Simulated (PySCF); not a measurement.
# C2H5FGeO: the cost of one run

Computed with PySCF 2.14.0, with density-fitted response routines of our own, on a single molecule in the gas phase. Atoms count from 0, in the outputs and in this text.

### 1 The molecule as given

10 atoms, charge 0, multiplicity 1; geometry from: GFN2-xTB. The atoms were then displaced at random by about 0.01 Å, so the start is not that level's minimum.

Bonds of the start (Å): C0–C1 1.47, C1–O2 1.19, C1–Ge3 2.07, Ge3–F4 1.77, C0–H5 1.06, C0–H6 1.10, C0–H7 1.11, Ge3–H8 1.52, Ge3–H9 1.48.

### 2 Optimising the geometry at PBE0-D3(BJ)/def2-SVP

Job settings and geometry (Å):

```
{"job": {"xc": "PBE0", "basis": "def2-SVP", "d3": "d3bj", "grid": 1, "shake": 0.01, "kind": "geom"}, "charge": 0, "multiplicity": 1}
C     -1.454310     0.087960    -0.161320
C     -0.284840     0.588820     0.580510
O     -0.284790     1.491570     1.363210
Ge     1.494740    -0.366330     0.117250
F      1.537800    -0.217650    -1.646920
H     -1.611260    -0.946950     0.023440
H     -1.263130     0.227690    -1.230880
H     -2.355900     0.669330     0.105920
H      1.545250    -1.874880     0.257520
H      2.726860     0.319510     0.570240
```

Started as:

```bash
> OMP_NUM_THREADS=1 python probes_run.py task.json out
```

The driver reads the jobs from task.json and runs them one after another.

Q: Estimate the wall time and peak memory of this first job on 1 thread of Arm Neoverse V1, shared host.

About 81 s, with a peak of 0.48 GiB.
